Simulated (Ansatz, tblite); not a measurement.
# GeHMe2Br (C₂H₇BrGe): spin states and exact exchange

Aim: set other spin states of GeHMe2Br (C₂H₇BrGe) against its singlet, on many levels of theory.

Method: as each input shows; program: Ansatz 0.2.0, Gaussian basis.

Plan: triplet, at the geometry of the singlet (GFN1-xTB, GFN2-xTB, PBE0-D4/def2-TZVP, PBE-D4/def2-TZVP, r2SCAN-D4/def2-TZVP); the singlet's energies come from earlier runs.

### Step 1. The geometry

The singlet was relaxed beforehand with B3LYP-D4/def2-SVP.

11 atoms, charge 0, spin multiplicity 1.

Bond lengths: Ge1–H2 1.544 Å, Ge1–C3 1.958 Å, Ge1–C7 1.958 Å, Ge1–Br11 2.352 Å, C3–H4 1.099 Å, C3–H5 1.102 Å, C3–H6 1.100 Å, C7–H8 1.099 Å, C7–H9 1.100 Å, C7–H10 1.102 Å. Angles: H2–Ge1–C3 111.8°, H2–Ge1–C7 111.9°, H2–Ge1–Br11 105.9°, C3–Ge1–C7 112.6°, C3–Ge1–Br11 107.1°, C7–Ge1–Br11 107.1°, Ge1–C3–H4 110.3°, Ge1–C3–H5 109.8°, Ge1–C3–H6 109.8°, H4–C3–H5 109.0°, H4–C3–H6 108.9°, H5–C3–H6 109.0°, Ge1–C7–H8 110.3°, Ge1–C7–H9 109.8°, Ge1–C7–H10 109.8°, H8–C7–H9 108.9°, H8–C7–H10 109.0°, H9–C7–H10 109.0°.

### Step 2. Triplet at the fixed geometry, GFN1-xTB

Tight binding, by tblite at 300 K electronic temperature and without a spin-polarisation term:

```python
tblite.interface.Calculator('GFN1-xTB', numbers, positions, charge=0, uhf=2).singlepoint()
```

Energy -363.9219 eV; 0.006 s.

### Step 3. Triplet at the fixed geometry, GFN2-xTB

Tight binding, by tblite at 300 K electronic temperature and without a spin-polarisation term:

```python
tblite.interface.Calculator('GFN2-xTB', numbers, positions, charge=0, uhf=2).singlepoint()
```

Energy -371.9134 eV; 0.006 s.

### Step 4. Triplet at the fixed geometry, PBE0-D4/def2-TZVP

Contents of in.yaml:

```yaml
crystal:
  periodic: [false, false, false]
  atoms:
    - {symbol: Ge, position_ang: [-0.253830, -0.432171, 0.490688]}
    - {symbol: H, position_ang: [-0.307492, -0.528832, 2.030659]}
    - {symbol: C, position_ang: [1.582606, -0.521968, -0.181242]}
    - {symbol: H, position_ang: [2.067026, -1.450037, 0.154264]}
    - {symbol: H, position_ang: [2.159673, 0.338502, 0.193272]}
    - {symbol: H, position_ang: [1.579345, -0.499856, -1.280820]}
    - {symbol: C, position_ang: [-1.224265, 1.131512, -0.176395]}
    - {symbol: H, position_ang: [-2.265263, 1.114597, 0.176583]}
    - {symbol: H, position_ang: [-1.221629, 1.130930, -1.276194]}
    - {symbol: H, position_ang: [-0.739458, 2.053169, 0.183074]}
    - {symbol: Br, position_ang: [-1.376723, -2.335854, -0.313888]}
basis:
  gaussian: {orbitals: def2-TZVP}
magnetization: {spin_polarized: true, initial_magnetization: 2}
hamiltonian: {xc: pbe0, dispersion: d4}
scf: {omitted_lower_state_checks: [starts]}
output: {orbitals: {seedname: orbitals}}
```

On the command line:

```console
$ ansatz run in.yaml --threads 4 --pin off --events-out ev --progress --plain --max-ram 3916MiB
```

Standard output:

```text
Functional definition: PBE0
  name "PBE0"
  cite "Adamo & Barone, J. Chem. Phys. 110, 6158 (1999) doi:10.1063/1.478522"
  cite "Perdew, Burke & Ernzerhof, Phys. Rev. Lett. 77, 3865 (1996) doi:10.1103/PhysRevLett.77.3865"
  parent pbe
  parameter a = 0.25
  parameter kappa = 0.804
  parameter beta = 0.06672455060314922
  exchange = (1 - a)*pbe_x(kappa = kappa, mu = beta*pi^2/3) + a*exact_x
  correlation = pbe_c(beta = beta)
these checks for a lower state are left out or cut short: starts
1482 factors; their error is unknown
mean field evaluation 1: about -128717.6796 eV, gradient 5.2e1 eV
mean field evaluation 2: about -128698.6401 eV, gradient 7.2e1 eV
mean field evaluation 4: about -128730.5649 eV, gradient 6.4e0 eV
mean field evaluation 8: about -128730.7151 eV, gradient 2.3e-1 eV
mean field evaluation 16: about -128731.4103 eV, gradient 2.1e-3 eV
mean field evaluation 32: about -128731.4103 eV, gradient 2.9e-4 eV
mean field -128731.41029159 eV, -4730.7920709320 hartree, gradient 3.4e-6 eV, S^2 2.004835; 0 other end points of the search recorded, 0 dependent functions left out
reference -128731.41032302 eV, -4730.7920720872 hartree; 44, 42 occupied and 156, 158 virtual orbitals, 1482 factors
Total energy: -128731.61020263 eV, -4730.7994175271 hartree
Checks for a lower state left out: starts
```

Run time: 18 s. Hardware: 4 threads of Arm Neoverse V2, shared host; peak memory 1.4 GiB.

From the report: HOMO -2.12 eV, LUMO -6.33 eV (over both spins; with the spin held, an empty level of the minority spin lies below the top filled one); ⟨S²⟩ 2.005 (pure: 2.00).

### Step 5. Triplet at the fixed geometry, PBE-D4/def2-TZVP

start.molden holds the orbitals of an earlier run on this state, given as this run's starting guess.

Changes to in.yaml since step 4:

```diff
@@ -15,5 +15,5 @@
 basis:
-  gaussian: {orbitals: def2-TZVP}
+  gaussian: {orbitals: def2-TZVP, initial_orbitals: start.molden}
 magnetization: {spin_polarized: true, initial_magnetization: 2}
-hamiltonian: {xc: pbe0, dispersion: d4}
+hamiltonian: {xc: pbe, dispersion: d4}
 scf: {omitted_lower_state_checks: [starts]}
```

The command is unchanged.

Standard output:

```text
Functional definition: PBE
  name "PBE"
  cite "Perdew, Burke & Ernzerhof, Phys. Rev. Lett. 77, 3865 (1996) doi:10.1103/PhysRevLett.77.3865"
  parent pbe
  parameter kappa = 0.804
  parameter beta = 0.06672455060314922
  exchange = pbe_x(kappa = kappa, mu = beta*pi^2/3)
  correlation = pbe_c(beta = beta)
these checks for a lower state are left out or cut short: starts
1402 factors; their error is unknown
mean field evaluation 1: about -128727.1600 eV, gradient 8.9e0 eV
mean field evaluation 2: about -128727.3249 eV, gradient 3.1e-1 eV
mean field evaluation 4: about -128727.2689 eV, gradient 2.3e-2 eV
mean field evaluation 8: about -128727.2689 eV, gradient 4.2e-5 eV
mean field evaluation 16: about -128727.2689 eV, gradient 2.1e-5 eV
mean field -128727.26893417 eV, -4730.6398788539 hartree, gradient 7.2e-6 eV, S^2 2.002352; 0 other end points of the search recorded, 0 dependent functions left out
reference -128727.26897625 eV, -4730.6398804005 hartree; 44, 42 occupied and 156, 158 virtual orbitals, 1402 factors
Total energy: -128727.50216790 eV, -4730.6484500355 hartree
Checks for a lower state left out: starts
```

Run time: 8.5 s. Hardware: 4 threads of Arm Neoverse V2, shared host; peak memory 0.57 GiB.

From the report: HOMO -1.29 eV, LUMO -6.97 eV (over both spins; with the spin held, an empty level of the minority spin lies below the top filled one); ⟨S²⟩ 2.002 (pure: 2.00).

### Step 6. Triplet at the fixed geometry, r2SCAN-D4/def2-TZVP

Changes to in.yaml since step 5:

```diff
@@ -17,3 +17,3 @@
 magnetization: {spin_polarized: true, initial_magnetization: 2}
-hamiltonian: {xc: pbe, dispersion: d4}
+hamiltonian: {xc: r2scan, dispersion: d4}
 scf: {omitted_lower_state_checks: [starts]}
```

Launched as before.

Standard output:

```text
Functional definition: r2SCAN
  name "r2SCAN"
  cite "Furness, Kaplan, Ning, Perdew & Sun, J. Phys. Chem. Lett. 11, 8208 (2020) doi:10.1021/acs.jpclett.0c02405"
  cite "Furness, Kaplan, Ning, Perdew & Sun, J. Phys. Chem. Lett. 11, 9248 (2020) doi:10.1021/acs.jpclett.0c03077"
  parent r2scan
  parameter k0 = 0.174
  parameter k1 = 0.065
  parameter a1 = 4.9479
  exchange = r2scan_x(k0 = k0, k1 = k1, a1 = a1)
  correlation = r2scan_c
these checks for a lower state are left out or cut short: starts
1402 factors; their error is unknown
mean field evaluation 1: about -128747.4159 eV, gradient 6.3e0 eV
mean field evaluation 2: about -128747.4905 eV, gradient 1.7e-1 eV
mean field evaluation 4: about -128747.4373 eV, gradient 1.3e-2 eV
mean field evaluation 8: about -128747.4373 eV, gradient 3.8e-5 eV
mean field -128747.43726992 eV, -4731.3810515223 hartree, gradient 9.5e-6 eV, S^2 2.006112; 0 other end points of the search recorded, 0 dependent functions left out
reference -128747.43728425 eV, -4731.3810520487 hartree; 44, 42 occupied and 156, 158 virtual orbitals, 1402 factors
Total energy: -128747.49461177 eV, -4731.3831587964 hartree
Checks for a lower state left out: starts
```

Run time: 19 s. Hardware: 4 threads of Arm Neoverse V2, shared host; peak memory 0.64 GiB.

HOMO -1.45 eV, LUMO -6.98 eV (over both spins; with the spin held, an empty level of the minority spin lies below the top filled one); ⟨S²⟩ 2.006 (pure: 2.00).

### Step 7. Triplet less singlet, vertical

The singlet's energies are those of its earlier runs, whose logs aren't repeated here.

```
              level  triplet less singlet, vertical (eV)     time
           GFN1-xTB                               +6.135  0.012 s
           GFN2-xTB                               +6.352   0.01 s
   PBE-D4/def2-TZVP                               +5.730     10 s
r2SCAN-D4/def2-TZVP                               +5.961     23 s
  PBE0-D4/def2-TZVP                               +6.059     20 s
```

Times add the two runs; a level without a time comes out of a correlated run. Tight binding without a spin term can't rank spin states.

### Step 8. What came out

| quantity | value |
| --- | --- |
| triplet less singlet, vertical, functionals in def2-TZVP | +5.730 (PBE-D4) to +6.059 eV (PBE0-D4) |

In words: All functionals put the triplet above the singlet, over a spread of 0.329 eV. The checks for a lower triplet were left out, so another state of that spin may lie lower. These are electronic energies, without zero-point motion, entropy or surroundings.
